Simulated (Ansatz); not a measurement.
# C₄H₁₁Al: up Jacob's ladder to CCSD(T)

An exercise on one series of results from a longer session: the logs are not shown, and one member is left open.

Computed with Ansatz 0.2.0, Gaussian basis. Level: functionals in def2-TZVPP, the program's frozen cores in correlated methods.

Plan: PBE-D4, r2SCAN-D4, PBE0-D4, B3LYP-D4, ωB97X-V, ωB97M-V, B2PLYP; CCSD(T)/def2-TZVPP; MP2/def2-QZVPP; extrapolation to the limit.

**Structure used throughout**

The geometry comes from an earlier relaxation with PBE0-D4 in a triple-zeta def2 set; it is a stationary point, not always the lowest conformer.

SMILES `CC[CH](C)[AlH2]`, 16 atoms, charge 0, spin multiplicity 1.

Atoms are counted from 1 here; the program's logs count them from 0.

Bond lengths: C1–C2 1.520 Å, C1–H6 1.093 Å, C1–H7 1.092 Å, C1–H8 1.102 Å, C2–C3 1.529 Å, C2–H9 1.099 Å, C2–H10 1.097 Å, C3–C4 1.527 Å, C3–Al5 1.973 Å, C3–H11 1.099 Å, C4–H12 1.094 Å, C4–H13 1.095 Å, C4–H14 1.097 Å, Al5–H15 1.594 Å, Al5–H16 1.593 Å. Angles: C2–C1–H6 111.3°, C2–C1–H7 112.4°, C2–C1–H8 111.6°, H6–C1–H7 108.0°, H6–C1–H8 107.4°, H7–C1–H8 105.9°, C1–C2–C3 112.4°, C1–C2–H9 109.5°, C1–C2–H10 109.2°, C3–C2–H9 110.3°, C3–C2–H10 109.4°, H9–C2–H10 105.8°, C2–C3–C4 111.6°, C2–C3–Al5 107.2°, C2–C3–H11 108.0°, C4–C3–Al5 113.5°, C4–C3–H11 108.5°, Al5–C3–H11 107.9° and more.

The first run:

Input file in.yaml:

```yaml
crystal:
  periodic: [false, false, false]
  atoms:
    - {symbol: C, position_ang: [-0.126918, -1.309716, 1.472657]}
    - {symbol: C, position_ang: [0.723785, -0.627062, 0.413709]}
    - {symbol: C, position_ang: [-0.120895, 0.040628, -0.671767]}
    - {symbol: C, position_ang: [0.750255, 0.761803, -1.698283]}
    - {symbol: Al, position_ang: [-1.407925, 1.226421, 0.239216]}
    - {symbol: H, position_ang: [-0.790379, -2.056754, 1.028498]}
    - {symbol: H, position_ang: [0.477553, -1.806717, 2.234552]}
    - {symbol: H, position_ang: [-0.759939, -0.587399, 2.012750]}
    - {symbol: H, position_ang: [1.409688, -1.359661, -0.033501]}
    - {symbol: H, position_ang: [1.362368, 0.125205, 0.893315]}
    - {symbol: H, position_ang: [-0.691168, -0.743839, -1.187889]}
    - {symbol: H, position_ang: [0.164297, 1.179243, -2.522375]}
    - {symbol: H, position_ang: [1.309832, 1.586324, -1.244070]}
    - {symbol: H, position_ang: [1.489546, 0.083510, -2.141864]}
    - {symbol: H, position_ang: [-0.833737, 2.308404, 1.259517]}
    - {symbol: H, position_ang: [-2.979363, 1.157112, -0.010065]}
basis:
  gaussian: {orbitals: def2-TZVPP}
hamiltonian: {xc: pbe, dispersion: d4}
output: {forces: true, orbitals: {seedname: orbitals}}
```

Started as:

```sh
ansatz run in.yaml --threads 4 --pin off --events-out ev --progress --plain --max-ram 10444MiB
```

Among the steps run: PBE-D4 (GGA); r2SCAN-D4 (meta-GGA); PBE0-D4 (hybrid); B3LYP-D4 (hybrid); ωB97X-V (range-separated); ωB97M-V (range-separated); B2PLYP (double hybrid); CCSD(T) in def2-TZVPP; MP2 in def2-QZVPP.

One table of the session follows, with a row left open; its other results are not shown here.

It belongs to the step «Atomisation energies». 

| method | atomisation energy (eV) |
| --- | --- |
| PBE-D4 | 61.167 |
| r2SCAN-D4 | 60.639 |
| PBE0-D4 | 60.705 |
| B3LYP-D4 | 60.563 |
| ωB97X-V | 60.664 |
| ωB97M-V | ? |
| B2PLYP | 59.899 |
| HF/def2-TZVPP | 46.134 |
| MP2/def2-TZVPP | 59.612 |
| CCSD/def2-TZVPP | 58.677 |
| CCSD(T)/def2-TZVPP | 59.309 |
| MP2/CBS | 60.854 |
| CCSD(T)/CBS | 60.551 |

**Question.** Estimate the row for ωB97M-V.

As computed: atomisation energy (eV): 60.692. In the column «atomisation energy (eV)» it lies between ωB97X-V (60.664) and PBE0-D4 (60.705).

Limits of these values: Free atoms (4 C, 1 Al, 11 H) were run apart at each level; the atomisation energy is their sum less the molecule, without zero-point or spin-orbit terms.
